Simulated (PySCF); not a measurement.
NVFSClH2, in a box:

```xyz
7
Lattice="13.0000 0.0000 0.0000 0.0000 12.0000 0.0000 0.0000 0.0000 12.0000" Properties=species:S:1:pos:R:3 pbc="T T T"
N     5.4083    6.3296    6.0241
V     7.1033    5.8336    5.7160
F     7.1391    4.5361    4.5791
S     7.8215    5.2996    7.4889
Cl    8.2002    7.5059    4.9260
H     4.9233    6.3884    6.9055
H     4.8258    6.6004    5.2396
```

Base run:

```yaml
Program: PySCF 2.14.0
Functional: MN15-L
Potentials_or_basis: def2-svp (all-electron)
k_mesh: 1 × 1 × 1
Occupations: fixed
Spin: no spin polarisation
```

Its results: gap between the frontier levels 3.15 eV.

Q: After a change of settings the same cell gave: gap between the frontier levels 2.67 eV. Which change was it?
A. functional from MN15-L to r2SCANh; dispersion from none to D3(BJ)
B. functional from MN15-L to PBE
C. functional from MN15-L to X3LYP; dispersion from none to D4

A: B.

Caveats: this is a molecule in a periodic box at the Γ point, so its band gap is the HOMO-LUMO gap; the basis of atomic orbitals isn't converged, which shifts pressures, moduli and gaps.

Not every run made on this cell is shown here.
